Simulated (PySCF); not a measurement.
# GeSi2NH9 (SMILES [SiH3][SiH2][NH][GeH3]) at 6 levels

We compute a comparison of 6 runs (HF/STO-3G, B3LYP/6-31G*, B3LYP/pcseg-1, PBE0/def2-SVP, PBE/aug-cc-pVDZ, CCSD(T)/pcseg-1) of GeSi2NH9. 

The calculation is run with PySCF 2.14.0.

### Step 1. The structure to begin with

GeSi2NH9 has 13 atoms, charge 0, and is taken as a singlet. SMILES: `[SiH3][SiH2][NH][GeH3]`. Geometry: relaxed at PBE0-D4/def2-TZVP. This is one conformer, not always the lowest.

Bond lengths: Si1–Si2 2.343 Å, Si2–N3 1.723 Å, N3–Ge4 1.841 Å, Si1–H5 1.488 Å, Si1–H6 1.489 Å, Si1–H7 1.491 Å, Si2–H8 1.489 Å, Si2–H9 1.496 Å, N3–H10 1.009 Å, Ge4–H11 1.543 Å, Ge4–H12 1.538 Å, Ge4–H13 1.534 Å. Some angles: Si1–Si2–N3 110.1°, Si2–N3–Ge4 126.9°, Si1–Si2–H8 110.6°, Si1–Si2–H9 108.2°, N3–Si2–H8 107.1°, N3–Si2–H9 114.2°, Si2–Si1–H5 111.1°, Si2–Si1–H6 111.0°, Si2–Si1–H7 109.7°, Si2–N3–H10 116.9°.

### Step 2. Energy and forces at HF/STO-3G (run 1)

Input file job.py:

```python
from pyscf import gto

molecule = gto.M(
    atom='''
Si  -0.385800   2.535800  -0.213700
Si  -0.895200   0.258800  -0.000600
N    0.498700  -0.695100  -0.341400
Ge   0.905100  -2.348000   0.360000
H    0.595400   2.964200   0.820000
H   -1.612000   3.371000  -0.085500
H    0.213700   2.794200  -1.554400
H   -1.310800  -0.056800   1.394100
H   -2.071100  -0.040900  -0.875800
H    1.027700  -0.453500  -1.166300
H    0.289300  -3.491200  -0.473100
H    2.435400  -2.499000   0.369300
H    0.330000  -2.374300   1.782000
''',
    verbose=3,
    basis='sto-3g',
    max_memory=1860,
    spin=0,
)

myscf = molecule.RHF()
myscf.conv_tol = 1e-10
myscf.kernel()
if not myscf.converged:
    myscf = myscf.newton().run(myscf.mo_coeff, myscf.mo_occ)

energy = myscf.e_tot
print(f'total energy: {energy:.8f} hartree')
grad = myscf.nuc_grad_method().kernel()
dip = myscf.dip_moment()
pop, q = myscf.mulliken_pop()
```

Command:

```bash
$ OMP_NUM_THREADS=1 python job.py
```

The program printed:

```text
converged SCF energy = -2681.98298762787
total energy: -2681.98298763 hartree
--------------- RHF gradients ---------------
         x                y                z
0 Si    -0.0008082513    -0.0006747037     0.0026821462
1 Si     0.0279116276    -0.0247044620    -0.0101659052
2 N    -0.0043989579     0.0422011132    -0.0204517290
3 Ge    -0.0005214942    -0.0059856794     0.0015876917
4 H     0.0224882094     0.0081829093     0.0233920413
5 H    -0.0284806072     0.0178805248     0.0026357278
6 H     0.0138064135     0.0042068848    -0.0312462023
7 H    -0.0084331241    -0.0063632199     0.0312767750
8 H    -0.0275196623    -0.0034585286    -0.0186651259
9 H    -0.0018806874    -0.0027127349     0.0060182471
10 H    -0.0153135147    -0.0280337745    -0.0212102386
11 H     0.0382611167    -0.0021423267    -0.0006706495
12 H    -0.0151110681     0.0016039976     0.0348172214
----------------------------------------------
Dipole moment(X, Y, Z, Debye):  0.14696, -0.52737, -0.35573
 ** Mulliken pop  **
pop of  0 Si 1s           1.99963
pop of  0 Si 2s           1.98774
pop of  0 Si 3s           1.25859
pop of  0 Si 2px          1.96465
pop of  0 Si 2py          1.96648
pop of  0 Si 2pz          1.96462
pop of  0 Si 3px          0.77403
pop of  0 Si 3py          0.86133
pop of  0 Si 3pz          0.76959
pop of  1 Si 1s           1.99962
pop of  1 Si 2s           1.98744
pop of  1 Si 3s           1.21025
pop of  1 Si 2px          1.96353
pop of  1 Si 2py          1.96545
pop of  1 Si 2pz          1.96462
pop of  1 Si 3px          0.68332
pop of  1 Si 3py          0.79448
pop of  1 Si 3pz          0.76464
pop of  2 N 1s            1.99530
pop of  2 N 2s            1.55331
pop of  2 N 2px           1.40758
pop of  2 N 2py           1.34366
pop of  2 N 2pz           1.39579
pop of  3 Ge 1s           1.99998
pop of  3 Ge 2s           1.99875
pop of  3 Ge 3s           1.99754
pop of  3 Ge 4s           1.16916
pop of  3 Ge 2px          1.99957
pop of  3 Ge 2py          1.99956
pop of  3 Ge 2pz          1.99958
pop of  3 Ge 3px          1.98079
pop of  3 Ge 3py          1.98001
pop of  3 Ge 3pz          1.98079
pop of  3 Ge 4px          0.80154
pop of  3 Ge 4py          0.68814
pop of  3 Ge 4pz          0.78295
pop of  3 Ge 3dxy         1.99347
pop of  3 Ge 3dyz         1.98588
pop of  3 Ge 3dz^2        1.98384
pop of  3 Ge 3dxz         1.99081
pop of  3 Ge 3dx2-y2      1.97852
pop of  4 H 1s            1.15785
pop of  5 H 1s            1.15887
pop of  6 H 1s            1.16250
pop of  7 H 1s            1.17126
pop of  8 H 1s            1.17965
pop of  9 H 1s            0.86814
pop of  10 H 1s           1.14395
pop of  11 H 1s           1.13680
pop of  12 H 1s           1.13443
 ** Mulliken atomic charges  **
charge of    0Si =      0.45333
charge of    1Si =      0.66666
charge of    2N =     -0.69565
charge of    3Ge =      0.68910
charge of    4H =     -0.15785
charge of    5H =     -0.15887
charge of    6H =     -0.16250
charge of    7H =     -0.17126
charge of    8H =     -0.17965
charge of    9H =      0.13186
charge of   10H =     -0.14395
charge of   11H =     -0.13680
charge of   12H =     -0.13443
```

It took 4.8 s on 1 thread of Intel Xeon at 2.70GHz, shared host; peak memory 0.12 GiB.

### Step 3. Energy and gradient at B3LYP/6-31G(d) (Cartesian functions) (run 2)

Input file mol.xyz:

```xyz
13
GeH9NSi2
Si    -0.385800     2.535800    -0.213700
Si    -0.895200     0.258800    -0.000600
N      0.498700    -0.695100    -0.341400
Ge     0.905100    -2.348000     0.360000
H      0.595400     2.964200     0.820000
H     -1.612000     3.371000    -0.085500
H      0.213700     2.794200    -1.554400
H     -1.310800    -0.056800     1.394100
H     -2.071100    -0.040900    -0.875800
H      1.027700    -0.453500    -1.166300
H      0.289300    -3.491200    -0.473100
H      2.435400    -2.499000     0.369300
H      0.330000    -2.374300     1.782000
```

Input file calc.py:

```python
# [SiH3][SiH2][NH][GeH3]
import pyscf.grad
from pyscf import gto, dft

mol = gto.M(
    atom='mol.xyz',
    verbose=4,
    spin=0,
    max_memory=1860,
    basis='6-31g*',
    cart=True,
)

ks = dft.RKS(mol)
ks.xc = 'b3lyp'
ks.grids.level = 5
ks.conv_tol = 1e-10
ks.kernel()
if not ks.converged:
    ks = ks.newton().run(ks.mo_coeff, ks.mo_occ)

e_final = ks.e_tot
print('E = %.10f Eh' % e_final)
grad = ks.Gradients().kernel()
ks.analyze()
```

Command:

```bash
$ OMP_NUM_THREADS=1 python calc.py
```

The program printed:

```text
PySCF version 2.14.0

[... 98 lines left out ...]
Nuclear Repulsion Energy =             403.225846892844402
[... 11 lines left out ...]
MO #6   energy= -44.3431406602542  occ= 2
[... 9 lines left out ...]
MO #16  energy= -3.64159851062272  occ= 2
[... 9 lines left out ...]
MO #26  energy= -0.834813059573676 occ= 2
[... 9 lines left out ...]
MO #36  energy= -0.331480089128391 occ= 2
[... 9 lines left out ...]
MO #46  energy= 0.0954603537392532 occ= 0
[... 9 lines left out ...]
MO #56  energy= 0.24437404056987   occ= 0
[... 9 lines left out ...]
MO #66  energy= 0.578413903974851  occ= 0
[... 9 lines left out ...]
MO #76  energy= 0.80125819420041   occ= 0
[... 9 lines left out ...]
MO #86  energy= 1.15070229093637   occ= 0
[... 9 lines left out ...]
MO #96  energy= 2.390996618919     occ= 0
[... 9 lines left out ...]
MO #106 energy= 86.6817278739979   occ= 0
[... 83 lines left out ...]
pop of  3 Ge 4dzz         0.00348
pop of  3 Ge 5dxx         0.00142
pop of  3 Ge 5dxy         0.00107
pop of  3 Ge 5dxz         0.00121
pop of  3 Ge 5dyy         0.00161
pop of  3 Ge 5dyz         0.00126
pop of  3 Ge 5dzz         0.00139
pop of  4  H 1s           1.07356
pop of  4  H 2s           0.00249
pop of  5  H 1s           1.07417
pop of  5  H 2s           0.00258
pop of  6  H 1s           1.07926
pop of  6  H 2s           0.00235
pop of  7  H 1s           1.09748
pop of  7  H 2s           0.00251
pop of  8  H 1s           1.12164
pop of  8  H 2s           0.00386
pop of  9  H 1s           0.77017
pop of  9  H 2s           0.01026
pop of  10  H 1s          1.02257
pop of  10  H 2s          0.00343
pop of  11  H 1s          1.00762
pop of  11  H 2s          0.00276
pop of  12  H 1s          0.99950
pop of  12  H 2s          0.00276
 ** Mulliken atomic charges  **
charge of    0Si =      0.19491
charge of    1Si =      0.51939
charge of    2N =     -0.68227
charge of    3Ge =      0.24693
charge of    4H =     -0.07605
charge of    5H =     -0.07675
charge of    6H =     -0.08161
charge of    7H =     -0.09999
charge of    8H =     -0.12550
charge of    9H =      0.21957
charge of   10H =     -0.02601
charge of   11H =     -0.01038
charge of   12H =     -0.00226
Dipole moment(X, Y, Z, Debye):  0.67352, -0.72632, -0.51073
```

It took 64 s on 1 thread of Intel Xeon at 2.70GHz, shared host; peak memory 1.1 GiB.

Runs 3 to 5 aren't shown in full; the table further down has their settings and results.

### Step 4. A single-point energy at CCSD(T)/pcseg-1 (run 6)

Input file geometry.xyz:

```xyz
13

Si    -0.385800     2.535800    -0.213700
Si    -0.895200     0.258800    -0.000600
N      0.498700    -0.695100    -0.341400
Ge     0.905100    -2.348000     0.360000
H      0.595400     2.964200     0.820000
H     -1.612000     3.371000    -0.085500
H      0.213700     2.794200    -1.554400
H     -1.310800    -0.056800     1.394100
H     -2.071100    -0.040900    -0.875800
H      1.027700    -0.453500    -1.166300
H      0.289300    -3.491200    -0.473100
H      2.435400    -2.499000     0.369300
H      0.330000    -2.374300     1.782000
```

Input file calc.py:

```python
from pyscf import gto, cc

mol = gto.Mole()
mol.atom = 'geometry.xyz'
mol.charge = 0
mol.basis = 'pcseg-1'
mol.verbose = 4
mol.spin = 0
mol.max_memory = 1860
mol.build()

hf = mol.RHF()
hf.conv_tol = 1e-10
hf.kernel()
if not hf.converged:
    hf = hf.newton().run(hf.mo_coeff, hf.mo_occ)

mycc = cc.CCSD(hf, frozen=20)
mycc.kernel()
e_t = mycc.ccsd_t()
energy = mycc.e_tot + e_t
print('E(%s) = %.9f' % ('CCSD(T)', energy))
dip = hf.dip_moment()
pop, q = hf.mulliken_pop()
```

Command:

```bash
$ OMP_NUM_THREADS=1 python calc.py
```

The program printed:

```text
PySCF version 2.14.0

[... 67 lines left out ...]
converged SCF energy = -2712.59923096836
[... 12 lines left out ...]
Init t2, MP2 energy = -2713.07081237045  E_corr(MP2) -0.471581402092644
[... 12 lines left out ...]
CCSD converged
[... 3 lines left out ...]
Dipole moment(X, Y, Z, Debye):  0.62960, -0.71122, -0.48812
[... 97 lines left out ...]
pop of  7 H 2pz           0.00668
pop of  8 H 1s            0.77241
pop of  8 H 2s            0.42223
pop of  8 H 2px           0.00479
pop of  8 H 2py           0.00062
pop of  8 H 2pz           0.00257
pop of  9 H 1s            0.71049
pop of  9 H 2s            0.02053
pop of  9 H 2px           0.01283
pop of  9 H 2py           0.00775
pop of  9 H 2pz           0.01923
pop of  10 H 1s           0.75087
pop of  10 H 2s           0.27006
pop of  10 H 2px          0.00161
pop of  10 H 2py          0.00403
pop of  10 H 2pz          0.00243
pop of  11 H 1s           0.75136
pop of  11 H 2s           0.25681
pop of  11 H 2px          0.00704
pop of  11 H 2py          0.00056
pop of  11 H 2pz          0.00059
pop of  12 H 1s           0.75007
pop of  12 H 2s           0.25180
pop of  12 H 2px          0.00153
pop of  12 H 2py          0.00050
pop of  12 H 2pz          0.00630
 ** Mulliken atomic charges  **
charge of    0Si =      0.43822
charge of    1Si =      0.80933
charge of    2N =     -1.00153
charge of    3Ge =      0.47649
charge of    4H =     -0.16236
charge of    5H =     -0.16775
charge of    6H =     -0.17112
charge of    7H =     -0.19229
charge of    8H =     -0.20262
charge of    9H =      0.22918
charge of   10H =     -0.02900
charge of   11H =     -0.01636
charge of   12H =     -0.01020
```

Run time: 2.1 min. Hardware: 1 thread of Intel Xeon at 2.70GHz, shared host; peak memory 1.1 GiB.

### Step 5. The series

| run | level | Cartesian functions | integration grid | energy (Eh) | dipole moment (D) of the reference | HOMO energy (eV) | LUMO energy (eV) | wall time |
| --- | --- | --- | --- | --- | --- | --- | --- | --- |
| 1 | HF/STO-3G | no | – | -2681.982988 | 0.65 | -7.09 | 10.73 | 4.8 s |
| 2 | B3LYP/6-31G* (Cartesian functions) | yes | 5 | -2715.928549 | 1.11 | -6.68 | -0.24 | 64 s |
| 3 | B3LYP/pcseg-1 | no | 5 | -2715.992132 | 1.01 | -6.88 | -0.39 | 100 s |
| 4 | PBE0/def2-SVP | no | 5 | -2715.095651 | 1.12 | -7.06 | -0.06 | 75 s |
| 5 | PBE/aug-cc-pVDZ | no | 5 | -2715.422126 | 1.02 | -5.85 | -1.29 | 3.1 min |
| 6 | CCSD(T)/pcseg-1 | no | – | -2713.149723 | 1.07 | -10.12 | 2.81 | 2.1 min |

### Step 6. Summary of results

| quantity | value |
| --- | --- |
| run 6: total energy | -2713.14972 Eh |
| run 6: dipole moment (Hartree–Fock density) | 1.07 D |
| run 6: HOMO energy (Hartree–Fock orbitals) | -10.12 eV |
| run 6: LUMO energy (Hartree–Fock orbitals) | 2.81 eV |
| run 6: HOMO–LUMO gap (Hartree–Fock orbitals) | 12.93 eV |
| run 6: correlation energy (20 core orbitals frozen) | -550.5 mEh |
| run 6: (T) correction | -13.82 mEh |
| run 6: T1 diagnostic | 0.010 |

In words: Over runs 1, 2, 3, 4, 5 the dipole moment (its size) runs from 0.65 D (HF/STO-3G) to 1.12 D (PBE0/def2-SVP). The two ends differ in method and basis. Over runs 1, 2, 3, 4, 5 the HOMO–LUMO gap runs from 4.56 eV (PBE/aug-cc-pVDZ) to 17.82 eV (HF/STO-3G). Totals of different functionals can't be ranked against each other. In run 1 the basis is minimal, so the values are rough. All runs together took 9.3 min, the longest 3.1 min.
